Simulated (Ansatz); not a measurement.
# C2H6ClNSi: small, medium and large basis sets

An exercise on one series of results from a longer session: the logs are not shown, and one member is left open.

Program: Ansatz 0.2.0, Gaussian basis. Level of theory: one geometry, several basis sets. These are calculated values, not measurements.

Plan: PBE0-D4/def2-SVP; ωB97M-V/def2-SVP; PBE0-D4/def2-QZVPP; ωB97M-V/def2-QZVPP; the functionals' def2-TZVPP values are taken from earlier runs.

### The geometry

An earlier PBE0-D4 in a triple-zeta def2 set relaxation fixed the geometry.

SMILES `CN(C)[Si]Cl`, 11 atoms, charge 0, spin multiplicity 1.

Atoms are counted from 1 here; the program's logs count them from 0.

Bond lengths: C1–N2 1.451 Å, C1–H6 1.096 Å, C1–H7 1.094 Å, C1–H8 1.096 Å, N2–C3 1.445 Å, N2–Si4 1.710 Å, C3–H9 1.088 Å, C3–H10 1.096 Å, C3–H11 1.096 Å, Si4–Cl5 2.109 Å. Angles: N2–C1–H6 111.0°, N2–C1–H7 110.3°, N2–C1–H8 111.0°, H6–C1–H7 108.2°, H6–C1–H8 108.1°, H7–C1–H8 108.2°, C1–N2–C3 112.7°, C1–N2–Si4 115.8°, C3–N2–Si4 131.5°, N2–C3–H9 110.6°, N2–C3–H10 110.5°, N2–C3–H11 110.5°, H9–C3–H10 108.8°, H9–C3–H11 108.8°, H10–C3–H11 107.7°, N2–Si4–Cl5 101.6°.

Geometry (Å):

```tsv
atom	x (Å)	y (Å)	z (Å)
C1	-0.2223	1.3144	-0.4797
N2	0.0264	-0.1080	-0.3378
C3	0.0930	-0.5269	1.0430
Si4	0.1854	-0.9852	-1.7973
Cl5	0.5211	-2.9414	-1.0831
H6	0.5736	1.9006	-0.0066
H7	-0.2655	1.5875	-1.5379
H8	-1.1743	1.5942	-0.0145
H9	0.2867	-1.5952	1.1092
H10	0.8916	0.0099	1.5683
H11	-0.8500	-0.3068	1.5570
```

The first run:

Contents of in.yaml:

```yaml
crystal:
  periodic: [false, false, false]
  atoms:
    - {symbol: C, position_ang: [-0.222325, 1.314360, -0.479703]}
    - {symbol: N, position_ang: [0.026405, -0.107952, -0.337815]}
    - {symbol: C, position_ang: [0.092983, -0.526892, 1.043027]}
    - {symbol: Si, position_ang: [0.185353, -0.985219, -1.797320]}
    - {symbol: Cl, position_ang: [0.521073, -2.941376, -1.083060]}
    - {symbol: H, position_ang: [0.573613, 1.900574, -0.006641]}
    - {symbol: H, position_ang: [-0.265529, 1.587505, -1.537867]}
    - {symbol: H, position_ang: [-1.174316, 1.594221, -0.014533]}
    - {symbol: H, position_ang: [0.286677, -1.595242, 1.109208]}
    - {symbol: H, position_ang: [0.891600, 0.009859, 1.568295]}
    - {symbol: H, position_ang: [-0.850034, -0.306837, 1.557010]}
basis:
  gaussian: {orbitals: def2-SVP}
hamiltonian: {xc: pbe0, dispersion: d4}
output: {orbitals: {seedname: orbitals}}
```

Run with:

```
ansatz run in.yaml --threads 4 --pin off --events-out ev --progress --plain --max-ram 10444MiB
```

Steps of the session up to this table: PBE0-D4 in def2-SVP; ωB97M-V in def2-SVP; PBE0-D4 in def2-QZVPP; ωB97M-V in def2-QZVPP.

One table of the session follows, with a row left open; its other results are not shown here.

It belongs to the step «Functionals by basis». 

| functional | basis | HOMO (eV) |
| --- | --- | --- |
| PBE0-D4 | def2-SVP | -6.85 |
| PBE0-D4 | def2-TZVPP | -6.95 |
| PBE0-D4 | def2-QZVPP | -6.98 |
| ωB97M-V | def2-SVP | -8.93 |
| ωB97M-V | def2-TZVPP | -9.06 |
| ωB97M-V | def2-QZVPP | ? |

Estimate the missing values for ωB97M-V, def2-QZVPP.

**Answer.** HOMO (eV): -9.10. In the column «HOMO (eV)» it is the lowest.
